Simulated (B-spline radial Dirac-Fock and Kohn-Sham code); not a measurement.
# An X-ray data sheet for Cl⁺, step by step

Wanted for Cl⁺: its X-ray form factor and Compton profile and the binding energy of each subshell.

Method: a free atom or ion on a radial basis; each step names its model; computed with B-spline radial Dirac-Fock and Kohn-Sham code, version 3.

### Step 1. The atom as given

Cl⁺ in the configuration [Ne] 3s2 3p4, inside a Watson sphere of charge -1 and radius 2.7 Å (a model of the Madelung potential; inside it an electron's potential energy is raised by 5.3 eV).

| Item | Value |
| --- | --- |
| nuclear charge | 17 |
| electrons | 16 |
| mass number | 35 |
| nuclear rms radius | 3.3654 fm |

Outer shells as boxes (Hund's rule, for the drawing alone; heavy ions are jj-coupled, and the calculation averages over the configuration):

```
[Ne] core
3s [↑↓]
3p [↑↓][↑ ][↑ ]
```

### Step 2. Scattering by the electron cloud

Model: Dirac-Fock average of configuration, finite nucleus; form factor of the spherical density, Waller-Hartree incoherent function, impulse-approximation Compton profiles.

Recorded inputs:

```ini
task = scatter
Z = 17
charge = 1
configuration = 1s2 2s2 2p6 3s2 3p4
mass_number = 35
rms_radius = 3.3654  # fm
s = [0.0, 0.05, 0.1, 0.15, 0.2, 0.25, 0.3, 0.35, 0.4, 0.45, 0.5, 0.6, 0.7, 0.8, 0.9, 1.0, 1.1, 1.2, 1.4, 1.6, 1.8, 2.0, 2.5, 3.0, 3.5, 4.0, 5.0, 6.0]  # 1/A
pz = [0, 0.1, 0.14, 0.21, 0.3, 0.43, 0.63, 0.9, 1.3, 1.9, 2.7, 3.9, 5.7, 8.2, 12.0, 17.0, 25.0, 35.0, 51.0, 74.0, 110.0]  # a.u.
photon_energy = [1000, 2000, 5000, 8047.8, 50000, 100000, 200000, 500000]  # eV
watson_charge = -1  # e
watson_radius = 2.7  # A
```

From the run's result record (rounded, not every field):

```text
status: converged
form_factor [e]: [16.0, 15.63, 14.634, 13.291, 11.894, 10.644, 9.6229, 8.8285, 8.2144, 7.7251, 7.3125, 6.5906, 5.9079, 5.239, 4.6016, 4.0188, 3.5057, 3.0675, 2.4027, 1.9658, 1.6849, 1.5016, 1.2406, 1.069, 0.91558, 0.77345, 0.53635, 0.36711]
incoherent: [-2.2409e-12, 0.46788, 1.6351, 3.0343, 4.3334, 5.4188, 6.2946, 7.001, 7.5849, 8.0887, 8.5442, 9.3792, 10.15, 10.856, 11.487, 12.037, 12.507, 12.904, 13.512, 13.937, 14.245, 14.482, 14.917, 15.235, 15.472, 15.641, 15.838, 15.927]
compton_total [1/a.u.]: [4.3359, 4.3093, 4.2835, 4.2174, 4.0926, 3.8365, 3.3086, 2.527, 1.6626, 1.0993, 0.80811, 0.51183, 0.25004, 0.10915, 0.042193, 0.014923, 0.0034933, 0.00076284, 0.00011357, 1.5415e-05, 1.7861e-06]
shells: ["1s1/2", "2s1/2", "2p1/2", "2p3/2", "3s1/2", "3p1/2", "3p3/2"]
occupation: [2.0, 2.0, 2.0, 4.0, 2.0, 1.3333, 2.6667]
mean_momentum [a.u.]: [14.127, 4.2856, 5.7248, 5.6926, 1.4568, 1.6228, 1.6163]
r2 [bohr^2]: 20.679
r_inverse [1/bohr]: 64.27
r1 [bohr]: 13.339
coherent [b]: [160.48, 137.8, 79.582, 53.306, 4.0414, 1.1732, 0.31486, 0.051978]
incoherent_cross_section [b]: [0.38784, 1.2411, 3.454, 4.7197, 8.0323, 7.5641, 6.4103, 4.6105]
radial_jk:
  3p: {"j0": [1.0, 0.93859, 0.77686, 0.56777, 0.36495, 0.20194, 0.089128, 0.021494, -0.012316, -0.023994, -0.022926, -0.0063243, 0.010489, 0.020537, 0.024284, 0.023917, 0.021398, 0.018045, 0.011483, 0.0065841, 0.0034071, 0.0014893, -0.00037598, -0.00063602, -0.00052639, -0.00037637, -0.00017403, -8.1183e-05], "j2": [0.0, 0.024215, 0.084263, 0.15182, 0.20135, 0.22142, 0.21401, 0.18801, 0.15317, 0.11703, 0.084197, 0.035541, 0.0090102, -0.0020832, -0.0045001, -0.002897, 4.7617e-05, 0.0030004, 0.0071379, 0.0087843, 0.0088177, 0.008054, 0.0053865, 0.0032942, 0.0019824, 0.0012043, 0.00047308, 0.00020429], "r2": 3.4455, "r4": 20.87, "r6": 204.02}
```

Form factor and incoherent function, every second point:

```tsv
s (1/Å)	f (e)	f / N	S(s)
0	16.00	1.000	0
0.100	14.63	0.915	1.635
0.200	11.89	0.743	4.333
0.300	9.623	0.601	6.295
0.400	8.214	0.513	7.585
0.500	7.312	0.457	8.544
0.700	5.908	0.369	10.15
0.900	4.602	0.288	11.49
1.10	3.506	0.219	12.51
1.40	2.403	0.150	13.51
1.80	1.685	0.105	14.24
2.50	1.241	0.078	14.92
3.50	0.9156	0.057	15.47
5.00	0.5363	0.034	15.84
```

### Step 3. Binding energies

Model: Dirac-Fock average of configuration, Delta-SCF, finite nucleus, first-order Breit with its frequency dependence, self-energy and vacuum polarisation.

Recorded inputs:

```ini
task = binding
```

From the run's result record (rounded, not every field):

```text
status: converged
shells: ["K", "L1", "L2", "L3", "M1", "M2,3"]
total_energy_parts [Ha]: [-457.337596, 0.117019912, -0.00876620726, -0.000106508455, 0.0763227745, -0.0051545861]
koopmans [eV]: [2872.9, 298.058, 228.377, 226.617, 34.9358, 19.8125]
dirac_coulomb [eV]: [2843.52, 289.864, 219.338, "-", 33.9045, 18.974]
gaunt [eV]: [-2.02873, -0.0839311, -0.169035, "-", -0.00485232, -0.00558199]
retardation [eV]: [0.091712, -0.00211021, 0.0162177, "-", -0.000309955, 0.00112804]
breit_frequency [eV]: [0.00102072, -0.000286681, -0.000122698, "-", -3.66816e-05, 1.87829e-05]
self_energy [eV]: [-0.883635, -0.0715973, 0.0145188, "-", -0.00736523, 0.00149243]
vacuum_polarisation [eV]: [0.0603794, 0.00463885, -0.000774472, "-", 0.000468335, -9.85336e-05]
binding [eV]: [2840.76, 289.71, 219.199, "-", 33.8924, 18.9709]
mean_radius [bohr]: [0.0908406, 0.439285, 0.403444, 0.40566, 1.50059, 1.7143]
```

total_energy_parts: Dirac-Coulomb, Gaunt, retardation, frequency dependence, self-energy, vacuum polarisation. Blank entries are hole states that did not converge, or in which two open shells of one symmetry are about equally filled, where the average of configuration falls too low.

Each level as Koopmans' value plus corrections (eV):

```tsv
level	-ε	relaxation	Breit	QED	binding
1s	2872.9	-29.38	-1.94	-0.82	2840.8
2s	298.1	-8.19	-0.09	-0.07	289.7
2p1/2	228.4	-9.04	-0.15	0.01	219.2
3s	34.94	-1.03	-0.01	-0.01	33.89
3p	19.81	-0.84	0.00	0.00	18.97
```

### Step 4. Results

```
                        quantity         value
rms radius of the electron cloud     1.14 bohr
           form factor halves at      0.42 1/Å
         Compton profile at zero  4.336 1/a.u.
    deepest level listed, K (1s)     2840.8 eV
          least bound, M2,3 (3p)      18.97 eV
```

**Reading.** f falls from 16 to half of that at s = 0.42 1/Å. Incoherent scattering outweighs coherent from 50.0 keV on, among the energies asked. The K (1s) level lies 29.4 eV under Koopmans' value by relaxation alone; Breit gives -1.94 and QED -0.82 eV. The Hartree-Fock and Dirac-Fock values hold no electron correlation.
